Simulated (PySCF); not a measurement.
# CH2Br2: the cost of one run

Computed with PySCF 2.14.0, with density-fitted response routines of our own, on a single molecule, in the gas phase or a continuum. Atoms are numbered from 0 throughout.

## Step 1: The starting structure

5 atoms, charge 0, multiplicity 1; geometry from: GFN2-xTB. The atoms were then displaced at random by about 0.01 Å, so the start is not that level's minimum.

Bonds of the start (Å): Br0–C1 1.91, C1–Br2 1.93, C1–H3 1.08, C1–H4 1.10.

## Step 2: Geometry optimisation at PBE0-D3(BJ)/def2-SVP

What the job is given:

```
{"job": {"xc": "PBE0", "basis": "def2-SVP", "d3": "d3bj", "grid": 1, "shake": 0.01, "kind": "geom"}, "charge": 0, "multiplicity": 1}
Br    -1.575850     0.888990    -0.025250
C     -0.006480    -0.191830     0.001170
Br     1.604580     0.866420    -0.048080
H      0.026830    -0.763570     0.920870
H     -0.015510    -0.833970    -0.886590
```

Command:

```bash
OMP_NUM_THREADS=1 python probes_run.py task.json out
```

One launch serves the whole session: the jobs run in the order shown.

Q: Estimate the wall time and peak memory of this first job on 1 thread of AMD EPYC 9R45, shared host.

About 6 s, with a peak of 0.36 GiB.
